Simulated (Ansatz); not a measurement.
# H8MgN2Si2: basis-set convergence

The task here is to estimate one member of a computed series from the others.

The runs use Ansatz 0.2.0, Gaussian basis; one geometry, several basis sets.

Levels to be run: PBE0-D4/def2-SVP; ωB97M-V/def2-SVP; PBE0-D4/def2-QZVPP; ωB97M-V/def2-QZVPP; the functionals' def2-TZVPP values are taken from earlier runs.

## Structure used throughout

An earlier PBE0-D4 in a triple-zeta def2 set relaxation fixed the geometry.

SMILES `[NH2][Mg][N]([SiH3])[SiH3]`, 13 atoms, charge 0, spin multiplicity 1.

Atoms are counted from 1 here; the program's logs count them from 0.

Bond lengths: N1–Mg2 1.877 Å, N1–H6 1.009 Å, N1–H7 1.009 Å, Mg2–N3 1.925 Å, N3–Si4 1.707 Å, N3–Si5 1.707 Å, Si4–H8 1.492 Å, Si4–H9 1.492 Å, Si4–H10 1.501 Å, Si5–H11 1.501 Å, Si5–H12 1.492 Å, Si5–H13 1.492 Å. Angles: Mg2–N1–H6 126.4°, Mg2–N1–H7 126.3°, H6–N1–H7 107.3°, N1–Mg2–N3 180.0°, Mg2–N3–Si4 116.6°, Mg2–N3–Si5 116.5°, Si4–N3–Si5 126.9°, N3–Si4–H8 113.9°, N3–Si4–H9 113.9°, N3–Si4–H10 107.0°, H8–Si4–H9 107.2°, H8–Si4–H10 107.3°, H9–Si4–H10 107.3°, N3–Si5–H11 107.0°, N3–Si5–H12 113.9°, N3–Si5–H13 113.9°, H11–Si5–H12 107.3°, H11–Si5–H13 107.3° and more.

The first run:

The input, in.yaml:

```yaml
crystal:
  periodic: [false, false, false]
  atoms:
    - {symbol: N, position_ang: [-0.568782, 2.950694, -1.223287]}
    - {symbol: Mg, position_ang: [-0.239696, 1.244117, -0.515540]}
    - {symbol: N, position_ang: [0.098505, -0.506188, 0.210826]}
    - {symbol: Si, position_ang: [0.612233, -0.573304, 1.837099]}
    - {symbol: Si, position_ang: [-0.146536, -1.827475, -0.841428]}
    - {symbol: H, position_ang: [-0.520380, 3.824994, -0.722735]}
    - {symbol: H, position_ang: [-0.826790, 3.163704, -2.174788]}
    - {symbol: H, position_ang: [1.968213, -1.168015, 2.017887]}
    - {symbol: H, position_ang: [-0.319046, -1.317172, 2.734020]}
    - {symbol: H, position_ang: [0.676133, 0.841238, 2.335917]}
    - {symbol: H, position_ang: [-0.592374, -1.261733, -2.158754]}
    - {symbol: H, position_ang: [-1.204908, -2.774646, -0.385673]}
    - {symbol: H, position_ang: [1.083728, -2.630816, -1.098641]}
basis:
  gaussian: {orbitals: def2-SVP}
hamiltonian: {xc: pbe0, dispersion: d4}
output: {orbitals: {seedname: orbitals}}
```

On the command line:

```sh
$ ansatz run in.yaml --threads 2 --pin off --events-out ev --progress --plain --max-ram 32768MiB --backend cpu
```

Among the steps run: PBE0-D4 in def2-SVP; ωB97M-V in def2-SVP; PBE0-D4 in def2-QZVPP; ωB97M-V in def2-QZVPP.

One of the session's tables, all rows but one given; the rest of the session is left out.

It belongs to the step «Functionals by basis». 

```
functional       basis  HOMO (eV)  LUMO (eV)
   PBE0-D4    def2-SVP      -6.37      -1.11
   PBE0-D4  def2-TZVPP      -6.52      -1.26
   PBE0-D4  def2-QZVPP      -6.55      -1.30
   ωB97M-V    def2-SVP      -8.77       0.25
   ωB97M-V  def2-TZVPP          ?          ?
   ωB97M-V  def2-QZVPP      -8.97      -0.07
```

**Question.** Estimate the row for ωB97M-V, def2-TZVPP.

**Answer.** HOMO (eV): -8.94; LUMO (eV): 0.10. In the column «HOMO (eV)» it lies between ωB97M-V, def2-QZVPP (-8.97) and ωB97M-V, def2-SVP (-8.77).
